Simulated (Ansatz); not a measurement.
# GaSi (quartet): inputs that go wrong at distance Si1–Ga2 = 3.385 Å

3 inputs are run for GaSi (quartet) as typed; the log has to tell whether the result can be used and what must change.

Method: the settings change from run to run; program: Ansatz 0.2.0, Gaussian basis.

23 further runs of the same task are left out: 2 for a known fault of the program, 18 that didn't finish, 3 set aside as unsound or not needed. Runs told in other sessions of the task aren't counted.

**1. The geometry**

The geometry derives from a PBE0/def2-TZVP stationary point (not a proven minimum). One bond is set to the value named and the two fragments are kept rigid. No spin-orbit coupling is included. The filled d shell of Ga may be among the frozen orbitals whatever the setting's name suggests.

2 atoms, charge 0, spin multiplicity 4.

Atoms are counted from 1 here; the program's logs count them from 0.

No contacts short enough for the rule that draws bonds.

**2. Attempt 1**

The input, in.yaml:

```yaml
crystal:
  periodic: [false, false, false]
  atoms:
    - {symbol: Si, position_ang: [0.000000, 0.000000, 0.000000]}
    - {symbol: Ga, position_ang: [0.000000, 0.000000, 3.385000]}
basis:
  gaussian: {orbitals: STO-3G}
magnetization: {spin_polarized: false, initial_magnetization: 4}
correlation: {active_space: {window: {electrons: 7, orbitals: 8}, states: [{multiplicity: 4, weights: [0.5, 1, 1]}, {multiplicity: 6, weights: [1]}], root: 2}}
output: {forces: true}
```

Command:

```bash
> ansatz run in.yaml --threads 1 --pin off --events-out ev --progress --plain --max-ram 2393MiB
```

Standard output:

```text
Error: a molecule whose nuclei and cores have a total charge of 45 cannot have a net charge of 0 together with 4 unpaired electrons
```

Run time: 0.03 s. Hardware: 1 thread of Arm Neoverse V1, shared host.

**Diagnosis.** The run was refused. The number of unpaired electrons doesn't fit the electron count. Cure: make charge and initial_magnetization agree.

**3. Attempt 2**

The input, in.yaml:

```yaml
crystal:
  periodic: [false, false, false]
  atoms:
    - {symbol: Si, position_ang: [0.000000, 0.000000, 0.000000]}
    - {symbol: Ga, position_ang: [0.000000, 0.000000, 3.385000]}
basis:
  gaussian: {orbitals: cc-pVDZ}
magnetization: {spin_polarized: false, initial_magnetization: 3}
hamiltonian: {xc: {name: r2SCAN}}
correlation: {method: ccsd, electrons: outside_noble_gas}
frozen_core: true
```

The command is unchanged.

Standard output:

```text
Error: YAML parse error: error: line 11 column 1: unknown field `frozen_core`, expected one of crystal, accuracy, basis, kpoints, hamiltonian, magnetization, projection, total_charge, correlation, batch, efield, external_charges, scf, relax, neb, saddle, md, ramp, phonons, dielectric, real_time, elastic, magnetic_configurations, gw, evaluate, workflow, output, checkpoint, execution
  --> <input>:11:1
   |
 9 | hamiltonian: {xc: {name: r2SCAN}}
10 | correlation: {method: ccsd, electrons: outside_noble_gas}
11 | frozen_core: true
   | ^ unknown field `frozen_core`, expected one of crystal, accuracy, basis, kpoints, hamiltonian, magnetization, projection, total_charge, correlation, batch, efield, external_charges, scf, relax, neb, saddle, md, ramp, phonons, dielectric, real_time, elastic, magnetic_configurations, gw, evaluate, workflow, output, checkpoint, execution
```

Run time: 0.03 s. Hardware: 1 thread of Arm Neoverse V1, shared host.

Diagnosis: The run was refused. The input holds a key that the program doesn't read here. Cure: remove it or spell it as the reference does.

**4. Attempt 3**

The input, in.yaml:

```yaml
crystal:
  periodic: [false, false, false]
  atoms:
    - {symbol: Si, position_ang: [0.000000, 0.000000, 0.000000]}
    - {symbol: Ga, position_ang: [0.000000, 0.000000, 3.385000]}
basis:
  gaussian: {orbitals: cc-pVDZ}
magnetization: {spin_polarized: false, initial_magnetization: 3}
correlation: {active_space: {window: {electrons: 5, orbitals: 5}, states: [{multiplicity: 4, irrep: Sigma, weights: [1]}]}}
accuracy: high
```

The command is unchanged.

Standard output:

```text
Functional definition: HF
  name "HF"
  cite "Fock, Z. Phys. 61, 126 (1930) doi:10.1007/BF01340294"
  parent pbe
  exchange = exact_x
  correlation = 0
833 factors; integrals over basis functions are off by at most 4.4e-9 eV
mean field evaluation 1: about -60192.7572 eV, gradient 5.7e0 eV
mean field evaluation 2: about -60192.7736 eV, gradient 5.7e0 eV
mean field evaluation 4: about -60193.2240 eV, gradient 2.0e0 eV
mean field evaluation 8: about -60193.3236 eV, gradient 3.9e-1 eV
mean field evaluation 16: about -60193.3415 eV, gradient 2.7e-8 eV
mean field evaluation 32: about -60192.5034 eV, gradient 4.4e-4 eV
mean field evaluation 64: about -60192.3994 eV, gradient 6.0e-3 eV
mean field evaluation 96: about -60192.8803 eV, gradient 1.1e0 eV
mean field evaluation 128: about -60193.3122 eV, gradient 9.0e-1 eV
mean field evaluation 160: about -60192.9219 eV, gradient 4.2e-1 eV
mean field evaluation 192: about -60192.5034 eV, gradient 7.5e-3 eV
mean field -60193.34149877 eV, -2212.0644995675 hartree, gradient 7.5e-8 eV, S^2 3.750000; 16 other end points of the search recorded, 0 dependent functions left out
reference -60193.34149877 eV, -2212.0644995675 hartree; 24, 21 occupied and 21, 24 virtual orbitals, 833 factors
Error: the irrep Sigma is not accepted for these orbitals, which take A1, B1, B2, A2, or 1 to 4
```

Run time: 4.4 s. Hardware: 1 thread of Arm Neoverse V1, shared host.

What is wrong: The run stopped with an error. The symmetry label isn't among those of the (sub)group in which the program labels its orbitals. Cure: name an irrep that the log lists.

**5. How the runs ended**

```
attempt                level                ended                                                                                            cause    time
      1   CASSCF(7,8)/STO-3G              refused                                  the number of unpaired electrons doesn't fit the electron count  0.03 s
      2         CCSD/cc-pVDZ              refused                                         the input holds a key that the program doesn't read here  0.03 s
      3  CASSCF(5,5)/cc-pVDZ  stopped by an error  the symmetry label isn't among those of the (sub)group in which the program labels its orbitals   4.4 s
```

2 refused, 1 stopped by an error.
